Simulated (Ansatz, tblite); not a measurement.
# B9N10 zinc blende ring rod (B₉N₁₀H₂₈+): spin states and exact exchange

Is the singlet the ground state of B9N10 zinc blende ring rod (B₉N₁₀H₂₈+)? Other spin states are computed and compared level by level.

Computed with Ansatz 0.2.0, Gaussian basis. Level: as each input shows.

The runs, in order: triplet, at the geometry of the singlet (GFN1-xTB, GFN2-xTB, PBE0-D4/def2-TZVP, PBE-D4/def2-TZVP); the singlet's energies come from earlier runs.

## 1. The relaxed structure

The geometry is that of the singlet, from an earlier relaxation (r2SCAN-D4/def2-SVP).

47 atoms, charge 1, spin multiplicity 1.

Bond lengths: N1–B11 1.571 Å, N1–B12 1.610 Å, N1–H20 1.025 Å, N1–H21 1.026 Å, N2–B11 1.567 Å, N2–B14 1.630 Å, N2–H22 1.025 Å, N2–H23 1.025 Å, N3–B11 1.571 Å, N3–B15 1.610 Å, N3–H24 1.026 Å, N3–H25 1.025 Å, N4–B12 1.576 Å, N4–B15 1.576 Å, N4–B16 1.578 Å, N4–H26 1.029 Å, N5–B14 1.558 Å, N5–B15 1.547 Å and more. Angles: B11–N1–B12 114.6°, B11–N1–H20 110.4°, B11–N1–H21 110.7°, B12–N1–H20 108.5°, B12–N1–H21 109.3°, H20–N1–H21 102.7°, B11–N2–B14 115.1°, B11–N2–H22 110.5°, B11–N2–H23 110.5°, B14–N2–H22 108.7°, B14–N2–H23 108.7°, H22–N2–H23 102.5°, B11–N3–B15 114.6°, B11–N3–H24 110.7°, B11–N3–H25 110.4°, B15–N3–H24 109.3°, B15–N3–H25 108.5°, H24–N3–H25 102.7° and more.

The ion is computed in the gas phase, without counter-ions or solvent.

## 2. Triplet at the fixed geometry, GFN1-xTB

Tight binding, by tblite at 300 K electronic temperature and without a spin-polarisation term:

```python
tblite.interface.Calculator('GFN1-xTB', numbers, positions, charge=1, uhf=2).singlepoint()
```

Energy -1622.0299 eV; 0.17 s.

## 3. Triplet at the fixed geometry, GFN2-xTB

Tight binding, by tblite at 300 K electronic temperature and without a spin-polarisation term:

```python
tblite.interface.Calculator('GFN2-xTB', numbers, positions, charge=1, uhf=2).singlepoint()
```

Energy -1482.6534 eV; 0.071 s.

## 4. Triplet at the fixed geometry, PBE0-D4/def2-TZVP

Contents of in.yaml:

```yaml
crystal:
  periodic: [false, false, false]
  atoms:
    - {symbol: N, position_ang: [-2.196428, -0.430208, -1.621430]}
    - {symbol: N, position_ang: [-0.446238, -0.445036, -3.419664]}
    - {symbol: N, position_ang: [-0.426563, -2.196292, -1.622537]}
    - {symbol: N, position_ang: [-0.354344, -0.355176, 0.167817]}
    - {symbol: N, position_ang: [1.390258, -0.372820, -1.625725]}
    - {symbol: N, position_ang: [-0.452356, -0.455812, 3.853507]}
    - {symbol: N, position_ang: [1.372563, -0.393392, 2.064061]}
    - {symbol: N, position_ang: [-0.376822, 1.390496, -1.624609]}
    - {symbol: N, position_ang: [1.403950, 1.406836, 0.191672]}
    - {symbol: N, position_ang: [-0.394994, 1.370413, 2.065213]}
    - {symbol: B, position_ang: [-1.375491, -1.376788, -2.568577]}
    - {symbol: B, position_ang: [-1.298997, 0.549166, -0.711119]}
    - {symbol: B, position_ang: [-1.365031, 0.534603, 3.021715]}
    - {symbol: B, position_ang: [0.530628, 0.533386, -2.556990]}
    - {symbol: B, position_ang: [0.551465, -1.297344, -0.712281]}
    - {symbol: B, position_ang: [0.536912, 0.537358, 1.116743]}
    - {symbol: B, position_ang: [2.373651, 0.525626, -0.713072]}
    - {symbol: B, position_ang: [0.539455, -1.365830, 3.020490]}
    - {symbol: B, position_ang: [0.520081, 2.375239, -0.711879]}
    - {symbol: H, position_ang: [-2.850050, 0.140607, -2.167033]}
    - {symbol: H, position_ang: [-2.822544, -0.975084, -1.019069]}
    - {symbol: H, position_ang: [-1.003032, 0.129163, -4.060860]}
    - {symbol: H, position_ang: [0.128773, -1.000254, -4.061494]}
    - {symbol: H, position_ang: [-0.969734, -2.823936, -1.020225]}
    - {symbol: H, position_ang: [0.145288, -2.848356, -2.168919]}
    - {symbol: H, position_ang: [-0.916412, -0.918865, 0.820005]}
    - {symbol: H, position_ang: [2.053168, -0.919581, -2.181164]}
    - {symbol: H, position_ang: [-1.084203, -1.089330, 4.351420]}
    - {symbol: H, position_ang: [0.036951, 0.034070, 4.609440]}
    - {symbol: H, position_ang: [1.982297, -0.971172, 1.472323]}
    - {symbol: H, position_ang: [2.038066, 0.161966, 2.612120]}
    - {symbol: H, position_ang: [-0.925324, 2.052589, -2.179300]}
    - {symbol: H, position_ang: [2.021747, 2.025592, 0.724453]}
    - {symbol: H, position_ang: [-0.974457, 1.979246, 1.474194]}
    - {symbol: H, position_ang: [0.159255, 2.036792, 2.613328]}
    - {symbol: H, position_ang: [-2.087087, -2.089497, -3.247728]}
    - {symbol: H, position_ang: [-2.067432, 1.221999, -0.050946]}
    - {symbol: H, position_ang: [-2.110185, -0.135610, 2.317717]}
    - {symbol: H, position_ang: [-1.964658, 1.298078, 3.754070]}
    - {symbol: H, position_ang: [1.183314, 1.187979, -3.340228]}
    - {symbol: H, position_ang: [1.226353, -2.064719, -0.052972]}
    - {symbol: H, position_ang: [3.047870, -0.235655, -0.023807]}
    - {symbol: H, position_ang: [3.059510, 1.235444, -1.418280]}
    - {symbol: H, position_ang: [-0.129631, -2.111967, 2.316467]}
    - {symbol: H, position_ang: [1.304705, -1.964320, 3.751927]}
    - {symbol: H, position_ang: [-0.242225, 3.047369, -0.021699]}
    - {symbol: H, position_ang: [1.227981, 3.063076, -1.417076]}
basis:
  gaussian: {orbitals: def2-TZVP, fitting: {mean_field: def2-universal-jkfit}}
total_charge: 1
magnetization: {spin_polarized: true, initial_magnetization: 2}
hamiltonian: {xc: pbe0, dispersion: d4}
scf: {omitted_lower_state_checks: [starts]}
output: {orbitals: {seedname: orbitals}}
```

On the command line:

```
$ ansatz run in.yaml --threads 2 --pin off --events-out ev --progress --plain --max-ram 22528MiB --backend cuda --devices 0, --max-vram 18GiB
```

The program printed:

```text
Functional definition: PBE0
  name "PBE0"
  cite "Adamo & Barone, J. Chem. Phys. 110, 6158 (1999) doi:10.1063/1.478522"
  cite "Perdew, Burke & Ernzerhof, Phys. Rev. Lett. 77, 3865 (1996) doi:10.1103/PhysRevLett.77.3865"
  parent pbe
  parameter a = 0.25
  parameter kappa = 0.804
  parameter beta = 0.06672455060314922
  exchange = (1 - a)*pbe_x(kappa = kappa, mu = beta*pi^2/3) + a*exact_x
  correlation = pbe_c(beta = beta)
these checks for a lower state are left out or cut short: starts
1949 factors; integrals over basis functions are off by at most 4.0e-1 eV
mean field evaluation 1: about -21377.2775 eV, gradient 1.1e2 eV
mean field evaluation 2: about -20997.7630 eV, gradient 2.9e2 eV
mean field evaluation 4: about -21421.2320 eV, gradient 4.0e1 eV
mean field evaluation 8: about -21431.2338 eV, gradient 2.9e0 eV
mean field evaluation 16: about -21431.3202 eV, gradient 2.7e-1 eV
mean field evaluation 32: about -21431.3235 eV, gradient 7.5e-4 eV
mean field -21431.32346862 eV, -787.5866107992 hartree, gradient 3.6e-6 eV, S^2 2.004403; 0 other end points of the search recorded, 0 dependent functions left out
reference -21431.32354098 eV, -787.5866134581 hartree; 72, 70 occupied and 685, 687 virtual orbitals, 1949 factors
Total energy: -21433.04674214 eV, -787.6499399329 hartree
Checks for a lower state left out: starts
```

Wall time 18 s (1 × H100 (card shared with other runs) with 2 threads of AMD EPYC 7R13, shared host); peak host memory 1.5 GiB.

Report: HOMO -4.37 eV, LUMO -10.51 eV (over both spins; with the spin held, an empty level of the minority spin lies below the top filled one); ⟨S²⟩ 2.004 (pure: 2.00).

## 5. Triplet at the fixed geometry, PBE-D4/def2-TZVP

start.molden holds the orbitals of an earlier run on this state, given as this run's starting guess.

Edit in.yaml of step 4 so:

```diff
@@ -51,6 +51,6 @@
 basis:
-  gaussian: {orbitals: def2-TZVP, fitting: {mean_field: def2-universal-jkfit}}
+  gaussian: {orbitals: def2-TZVP, fitting: {mean_field: def2-universal-jkfit}, initial_orbitals: start.molden}
 total_charge: 1
 magnetization: {spin_polarized: true, initial_magnetization: 2}
-hamiltonian: {xc: pbe0, dispersion: d4}
+hamiltonian: {xc: pbe, dispersion: d4}
 scf: {omitted_lower_state_checks: [starts]}
```

The command is unchanged.

The program printed, shortened:

```text
Functional definition: PBE
  name "PBE"
  cite "Perdew, Burke & Ernzerhof, Phys. Rev. Lett. 77, 3865 (1996) doi:10.1103/PhysRevLett.77.3865"
  parent pbe
[...]
1949 factors; integrals over basis functions are off by at most 4.0e-1 eV
[...]
mean field -21428.69738962 eV, -787.4901041756 hartree, gradient 2.6e-6 eV, S^2 2.001334; 0 other end points of the search recorded, 0 dependent functions left out
reference -21428.69748459 eV, -787.4901076657 hartree; 72, 70 occupied and 685, 687 virtual orbitals, 1949 factors
Total energy: -21430.68644785 eV, -787.5632007173 hartree
Checks for a lower state left out: starts
```

It took 24 s on 1 × H100 (card shared with other runs) with 2 threads of AMD EPYC 7R13, shared host; peak host memory 1.4 GiB.

HOMO -4.33 eV, LUMO -10.30 eV (over both spins; with the spin held, an empty level of the minority spin lies below the top filled one); ⟨S²⟩ 2.001 (pure: 2.00).

## 6. Triplet less singlet, vertical

The singlet's energies are those of its earlier runs, whose logs aren't repeated here.

| level | triplet less singlet, vertical (eV) | time |
| --- | --- | --- |
| GFN1-xTB | +7.413 | 0.24 s |
| GFN2-xTB | +9.245 | 0.12 s |
| PBE-D4/def2-TZVP | +5.556 | 28 s |
| PBE0-D4/def2-TZVP | +6.607 | 25 s |

Times add the two runs; a level without a time comes out of a correlated run. Tight binding without a spin term can't rank spin states.

## 7. What came out

```
                                                quantity                                   value
triplet less singlet, vertical, functionals in def2-TZVP  +5.556 (PBE-D4) to +6.607 eV (PBE0-D4)
```

**Reading.** All functionals put the triplet above the singlet, over a spread of 1.051 eV. The checks for a lower triplet were left out, so another state of that spin may lie lower. These are electronic energies, without zero-point motion, entropy or surroundings.
